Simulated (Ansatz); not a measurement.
# C₃H₆Si: basis-set convergence

How large a basis does C₃H₆Si need? Two functionals are run in growing sets.

Computed with Ansatz 0.2.0, Gaussian basis. Level: one geometry, several basis sets.

Levels to be run: PBE0-D4/def2-SVP; ωB97M-V/def2-SVP; PBE0-D4/def2-QZVPP; ωB97M-V/def2-QZVPP; the functionals' def2-TZVPP values are taken from earlier runs.

**1. Structure used throughout**

All runs share one geometry, relaxed beforehand with PBE0-D4 in a triple-zeta def2 set.

SMILES `C[SiH]1C=C1`, 10 atoms, charge 0, spin multiplicity 1.

Atoms are counted from 1 here; the program's logs count them from 0.

Bond lengths: C1–Si2 1.863 Å, C1–H5 1.091 Å, C1–H6 1.093 Å, C1–H7 1.093 Å, Si2–C3 1.807 Å, Si2–C4 1.807 Å, Si2–H8 1.486 Å, C3–C4 1.334 Å, C3–H9 1.084 Å, C4–H10 1.084 Å. Angles: Si2–C1–H5 110.7°, Si2–C1–H6 110.6°, Si2–C1–H7 110.7°, H5–C1–H6 108.5°, H5–C1–H7 108.6°, H6–C1–H7 107.6°, C1–Si2–C3 123.4°, C1–Si2–C4 123.4°, C1–Si2–H8 111.1°, C3–Si2–C4 43.3°, C3–Si2–H8 120.0°, C4–Si2–H8 120.0°, Si2–C3–C4 68.3°, Si2–C3–H9 156.7°, C4–C3–H9 134.9°, Si2–C4–C3 68.3°, Si2–C4–H10 156.7°, C3–C4–H10 134.9°.

Geometry (Å):

```csv
atom,x (Å),y (Å),z (Å)
C1,-1.3039,0.2939,-0.9206
Si2,-0.2380,-0.2505,0.5065
C3,1.4867,-0.7569,0.3232
C4,1.3852,0.4589,0.8624
H5,-0.6897,0.6890,-1.7317
H6,-2.0040,1.0715,-0.6040
H7,-1.8913,-0.5440,-1.3052
H8,-1.0634,-0.8081,1.6087
H9,2.3098,-1.4081,0.0528
H10,2.0917,1.2032,1.2107
```

**2. PBE0-D4 in def2-SVP**

File in.yaml:

```yaml
crystal:
  periodic: [false, false, false]
  atoms:
    - {symbol: C, position_ang: [-1.303902, 0.293871, -0.920626]}
    - {symbol: Si, position_ang: [-0.237961, -0.250475, 0.506479]}
    - {symbol: C, position_ang: [1.486735, -0.756855, 0.323184]}
    - {symbol: C, position_ang: [1.385166, 0.458931, 0.862428]}
    - {symbol: H, position_ang: [-0.689683, 0.688990, -1.731742]}
    - {symbol: H, position_ang: [-2.003994, 1.071501, -0.604039]}
    - {symbol: H, position_ang: [-1.891327, -0.544016, -1.305188]}
    - {symbol: H, position_ang: [-1.063440, -0.808094, 1.608726]}
    - {symbol: H, position_ang: [2.309761, -1.408080, 0.052841]}
    - {symbol: H, position_ang: [2.091746, 1.203225, 1.210736]}
basis:
  gaussian: {orbitals: def2-SVP}
hamiltonian: {xc: pbe0, dispersion: d4}
output: {orbitals: {seedname: orbitals}}
```

Run with:

```
$ ansatz run in.yaml --threads 2 --pin off --events-out ev --progress --plain --max-ram 4352MiB
```

The program printed:

```text
Functional definition: PBE0
  name "PBE0"
  cite "Adamo & Barone, J. Chem. Phys. 110, 6158 (1999) doi:10.1063/1.478522"
  cite "Perdew, Burke & Ernzerhof, Phys. Rev. Lett. 77, 3865 (1996) doi:10.1103/PhysRevLett.77.3865"
  parent pbe
  parameter a = 0.25
  parameter kappa = 0.804
  parameter beta = 0.06672455060314922
  exchange = (1 - a)*pbe_x(kappa = kappa, mu = beta*pi^2/3) + a*exact_x
  correlation = pbe_c(beta = beta)
1018 factors; their error is unknown
mean field evaluation 1: about -11064.9012 eV, gradient 5.4e1 eV
mean field evaluation 2: about -11062.3297 eV, gradient 6.1e1 eV
mean field evaluation 4: about -11072.5086 eV, gradient 2.7e0 eV
mean field evaluation 8: about -11072.5710 eV, gradient 2.7e-2 eV
mean field -11072.57097255 eV, -406.9094779830 hartree, gradient 2.9e-5 eV, S^2 0.000000; 0 other end points of the search recorded, 0 dependent functions left out
reference -11072.57099893 eV, -406.9094789525 hartree; 19, 19 occupied and 71, 71 virtual orbitals, 1018 factors
Total energy: -11072.72908770 eV, -406.9152886077 hartree
```

Wall time 1.1 s (2 threads of Arm Neoverse V1, shared host).

**3. ωB97M-V in def2-SVP**

in.yaml, as its differences from that of step 2:

```diff
@@ -15,3 +15,3 @@
   gaussian: {orbitals: def2-SVP}
-hamiltonian: {xc: pbe0, dispersion: d4}
+hamiltonian: {xc: {name: wB97M-V}}
 output: {orbitals: {seedname: orbitals}}
```

The command is unchanged.

The program printed (excerpt; [...] marks lines left out):

```text
Functional definition: wB97M-V
  name "wB97M-V"
  cite "Mardirossian & Head-Gordon, J. Chem. Phys. 144, 214110 (2016) doi:10.1063/1.4952647"
  cite "Becke, J. Chem. Phys. 107, 8554 (1997) doi:10.1063/1.475007"
  cite "Vydrov & Van Voorhis, J. Chem. Phys. 133, 244103 (2010) doi:10.1063/1.3521275"
  # Of w^i u^j: cxij and so on, Table III.
[...]
  gx(w, u) = 1 - cx + cx01*u + cx10*w
  gss(w, u) = css00 + css04*u^4 + css10*w + css20*w^2 + css43*w^4*u^3
  gos(w, u) = cos00 + cos10*w + (cos20 + cos21*u)*w^2 + (cos60 + cos61*u)*w^6
[...]
      + integral(e_c_pw_mod_opposite_spin*gos(b97_w_opposite, b97_u_opposite)) + vv10(b, c)
1018 factors; their error is unknown
282 factors; integrals over basis functions are off by at most 7.9e-6 eV
[...]
mean field -11077.44747466 eV, -407.0886861301 hartree, gradient 5.8e-5 eV, S^2 0.000000; 0 other end points of the search recorded, 0 dependent functions left out
reference -11077.44751551 eV, -407.0886876315 hartree; 19, 19 occupied and 71, 71 virtual orbitals, 1018 factors
Total energy: -11077.44751551 eV, -407.0886876315 hartree
```

It took 5.5 s on 2 threads of Arm Neoverse V1, shared host.

**4. PBE0-D4 in def2-QZVPP**

in.yaml, as its differences from that of step 3:

```diff
@@ -14,4 +14,4 @@
 basis:
-  gaussian: {orbitals: def2-SVP}
-hamiltonian: {xc: {name: wB97M-V}}
+  gaussian: {orbitals: "def2-QZVPP.json"}
+hamiltonian: {xc: pbe0, dispersion: d4}
 output: {orbitals: {seedname: orbitals}}
```

The command is unchanged.

The program printed:

```text
Functional definition: PBE0
  name "PBE0"
  cite "Adamo & Barone, J. Chem. Phys. 110, 6158 (1999) doi:10.1063/1.478522"
  cite "Perdew, Burke & Ernzerhof, Phys. Rev. Lett. 77, 3865 (1996) doi:10.1103/PhysRevLett.77.3865"
  parent pbe
  parameter a = 0.25
  parameter kappa = 0.804
  parameter beta = 0.06672455060314922
  exchange = (1 - a)*pbe_x(kappa = kappa, mu = beta*pi^2/3) + a*exact_x
  correlation = pbe_c(beta = beta)
1270 factors; their error is unknown
mean field evaluation 1: about -11067.9321 eV, gradient 7.0e1 eV
mean field evaluation 2: about -11061.3387 eV, gradient 8.2e1 eV
mean field evaluation 4: about -11079.2837 eV, gradient 5.3e0 eV
mean field evaluation 8: about -11079.3515 eV, gradient 2.3e-2 eV
mean field evaluation 16: about -11079.3563 eV, gradient 2.2e-5 eV
mean field -11079.35627745 eV, -407.1588333389 hartree, gradient 2.2e-5 eV, S^2 0.000000; 0 other end points of the search recorded, 0 dependent functions left out
reference -11079.35631849 eV, -407.1588348472 hartree; 19, 19 occupied and 402, 402 virtual orbitals, 1270 factors
Total energy: -11079.51440726 eV, -407.1646445024 hartree
```

Run time: 9.5 s. Hardware: 2 threads of Arm Neoverse V1, shared host; peak memory 1.1 GiB.

**5. ωB97M-V in def2-QZVPP**

in.yaml, as its differences from that of step 4:

```diff
@@ -15,3 +15,3 @@
   gaussian: {orbitals: "def2-QZVPP.json"}
-hamiltonian: {xc: pbe0, dispersion: d4}
+hamiltonian: {xc: {name: wB97M-V}}
 output: {orbitals: {seedname: orbitals}}
```

Same command.

The program printed (excerpt; [...] marks lines left out):

```text
Functional definition: wB97M-V
  name "wB97M-V"
  cite "Mardirossian & Head-Gordon, J. Chem. Phys. 144, 214110 (2016) doi:10.1063/1.4952647"
  cite "Becke, J. Chem. Phys. 107, 8554 (1997) doi:10.1063/1.475007"
  cite "Vydrov & Van Voorhis, J. Chem. Phys. 133, 244103 (2010) doi:10.1063/1.3521275"
  # Of w^i u^j: cxij and so on, Table III.
[...]
  gx(w, u) = 1 - cx + cx01*u + cx10*w
  gss(w, u) = css00 + css04*u^4 + css10*w + css20*w^2 + css43*w^4*u^3
  gos(w, u) = cos00 + cos10*w + (cos20 + cos21*u)*w^2 + (cos60 + cos61*u)*w^6
[...]
      + integral(e_c_pw_mod_opposite_spin*gos(b97_w_opposite, b97_u_opposite)) + vv10(b, c)
1250 factors; their error is unknown
339 factors; integrals over basis functions are off by at most 7.6e-6 eV
[...]
mean field -11084.41009564 eV, -407.3445577316 hartree, gradient 2.6e-5 eV, S^2 0.000000; 0 other end points of the search recorded, 0 dependent functions left out
reference -11084.41016032 eV, -407.3445601088 hartree; 19, 19 occupied and 402, 402 virtual orbitals, 1250 factors
Total energy: -11084.41016032 eV, -407.3445601088 hartree
```

It took 25 s on 2 threads of Arm Neoverse V1, shared host; peak memory 1.3 GiB.

**6. Density functionals: the series**

The def2-TZVPP values come from earlier runs at the same geometry.

```csv
functional,basis,functions,energy (eV),from the largest (eV),HOMO (eV),LUMO (eV)
PBE0-D4,def2-SVP,90,-11072.7291,6.785,-7.20,0.13
PBE0-D4,def2-TZVPP,219,-11079.0632,0.451,-7.20,-0.11
PBE0-D4,def2-QZVPP,421,-11079.5144,0.000,-7.21,-0.20
ωB97M-V,def2-SVP,90,-11077.4475,6.963,-9.35,2.43
ωB97M-V,def2-TZVPP,219,-11083.9883,0.422,-9.37,1.99
ωB97M-V,def2-QZVPP,421,-11084.4102,0.000,-9.38,1.69
```

**7. Results**

| quantity | value |
| --- | --- |
| PBE0-D4: double and triple zeta above quadruple | 6.79, 0.45 eV |
| ωB97M-V: double and triple zeta above quadruple | 6.96, 0.42 eV |

What this shows: For PBE0-D4 the step from double to triple zeta gains 6.33 eV and the next only 0.45 eV. Total energies overstate the basis error of differences, where much of it tends to cancel. The LUMO of ωB97M-V is positive and keeps falling with the basis (2.43 to 1.69 eV): an unbound level that the basis holds in place.

For PBE0-D4 the largest set took about 8 times as long as the smallest (9.5 s against 1.1 s).
